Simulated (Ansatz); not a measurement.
# BrHSSi: the cost of one run

Program: the Python package of Ansatz 0.2.0. Level of theory: B3LYP/def2-SVPD. These are calculated values, not measurements.

## Step 1: The system

Bond lengths: S1–Si2 2.102 Å, Si2–Br3 2.181 Å, S1–H4 1.320 Å. Angles: S1–Si2–Br3 107.1°, Si2–S1–H4 98.8°.

The script holds or builds the structure itself.

## Step 2: The code

Input file run_dimer.py:

```python
"""Interaction energy of two BrHSSi molecules, with the counterpoise correction."""

import ansatz as az

FIRST = [
    ("S", (-0.1885, 0.9899, -0.6086)),
    ("Si", (-0.1923, -0.8395, 0.4266)),
    ("Br", (1.8443, -1.1849, 1.1274)),
    ("H", (-1.4636, 1.0346, -0.9455)),
]
SECOND = [
    ("S", (0.3728, -1.0876, -3.3027)),
    ("Si", (2.2876, -0.2272, -3.4112)),
    ("Br", (2.3208, 1.0439, -5.1835)),
    ("H", (0.5321, -1.7981, -2.2022)),
]

def energy(atoms, ghosts=()):
    molecule = az.Crystal.molecule()
    for symbol, xyz in atoms:
        molecule = molecule.atom(symbol, xyz)
    calc = (
        molecule.calculation()
        .basis(gaussian="def2-SVPD")
        .functional("b3lyp")
    )
    deck = calc.input()
    if ghosts:
        deck = deck.set(az.key.basis.gaussian.ghost_atoms, [{"symbol": s, "position_ang": list(xyz)} for s, xyz in ghosts])
    return az.Session.from_dict(deck).plan().execute().report["free_energy_ev"]

# monomers in their own basis and in the basis of the dimer
both = energy(FIRST + SECOND)
alone = energy(FIRST) + energy(SECOND)
ghosted = energy(FIRST, SECOND) + energy(SECOND, FIRST)
print(f"dimer {both:.6f} eV")
print(f"interaction, uncorrected   {23.060548 * (both - alone):8.3f} kcal/mol")
print(f"interaction, counterpoise  {23.060548 * (both - ghosted):8.3f} kcal/mol")
print(f"basis-set superposition    {23.060548 * (alone - ghosted):8.3f} kcal/mol")
```

## Step 3: The run

Launch:

```sh
$ python run_dimer.py
```

What time and memory should one allow on 1 thread of Arm Neoverse V1, shared host?

About 58 s, with a peak of 0.75 GiB.
